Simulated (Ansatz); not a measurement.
# Ge₂H (quartet): the correlation ladder, cc-pVTZ

The task here is to estimate one member of a computed series from the others.

Method: cc-pVTZ, core rule «outside noble gas», up to 28 orbitals frozen; program: Ansatz 0.2.0, Gaussian basis.

The runs, in order: UHF; CCSD(T) on ROHF; CCSD(T) on UHF; BCCD(T) on ROHF; CCSDT(Q) on ROHF; CCSDT(Q) on UHF; CASSCF and MRCISD+Q, 9 electrons in 9 orbitals; CASSCF and NEVPT2, 9 electrons in 9 orbitals.

3 further runs of the same task are left out: 3 set aside as unsound or not needed.

## The system

The geometry is a PBE0/def2-TZVP stationary point (not a proven minimum) of the parent state, kept for this charge and spin. No spin-orbit coupling is included. The filled d shell of Ge may be among the frozen orbitals whatever the setting's name suggests; the logs give the count.

3 atoms, charge 0, spin multiplicity 4.

Atoms are counted from 1 here; the program's logs count them from 0.

Bond lengths: Ge1–Ge2 2.365 Å, Ge1–H3 1.787 Å, Ge2–H3 1.787 Å. Angles: Ge2–Ge1–H3 48.6°, Ge1–Ge2–H3 48.6°, Ge1–H3–Ge2 82.9°.

The first run:

in.yaml

```yaml
crystal:
  periodic: [false, false, false]
  atoms:
    - {symbol: Ge, position_ang: [0.000000, -0.446640, 1.182358]}
    - {symbol: Ge, position_ang: [0.000000, -0.446640, -1.182358]}
    - {symbol: H, position_ang: [0.000000, 0.893279, 0.000000]}
basis:
  gaussian: {orbitals: cc-pVTZ}
magnetization: {spin_polarized: true, initial_magnetization: 3}
hamiltonian: {xc: hf}
output: {orbitals: {seedname: orbitals}}
```

Started as:

```console
$ ansatz run in.yaml --threads 1 --pin off --events-out ev --progress --plain --max-ram 4096MiB --backend cpu
```

Steps of the session up to this table: UHF; CCSD(T) on ROHF; CCSD(T) on UHF; BCCD(T) on ROHF; CCSDT(Q) on ROHF; CCSDT(Q) on UHF; CASSCF and MRCISD+Q, 9 electrons in 9 orbitals; CASSCF and NEVPT2, 9 electrons in 9 orbitals.

One table of the session follows, with a row left open; its other results are not shown here.

| method | from UCCSDT(Q) (meV) |
| --- | --- |
| ROHF | +5505.0 |
| UHF | +5231.5 |
| RMP2 | +1042.9 |
| UMP2 | +1108.0 |
| RCCSD | +319.8 |
| UCCSD | +296.4 |
| RCCSD(T) | +68.6 |
| UCCSD(T) | +55.9 |
| BCCD(T) | +68.8 |
| RCCSDT | +29.8 |
| UCCSDT | +13.7 |
| RCCSDT(Q) | +15.7 |
| UCCSDT(Q) | 0 |
| CASSCF valence | +4028.3 |
| NEVPT2 valence | ? |
| MRCISD valence | +362.4 |
| MRCISD+Q valence | +42.2 |

**Question.** Estimate the row for NEVPT2 valence.

As computed: from UCCSDT(Q) (meV): +865.5. In the column «from UCCSDT(Q) (meV)» it lies between MRCISD valence (+362.4) and RMP2 (+1042.9).

Some runs used a GPU and others CPU threads alone; cost is compared among the CPU runs only.

Among the levels timed on like hardware, those that no quicker one beats, quickest first: NEVPT2 valence (16 s, +865.5 meV); BCCD(T) (35 s, +68.8 meV); UCCSD(T) (40 s, +55.9 meV).

To keep in mind: Of the multireference levels listed MRCISD+Q valence comes nearest in total energy (+42.2 meV), which doesn't show that its space is the better one. Restricted and unrestricted rows rest on different reference determinants; where their highest levels disagree by more than a few hundredths of an eV, they describe different states and don't form one ladder.
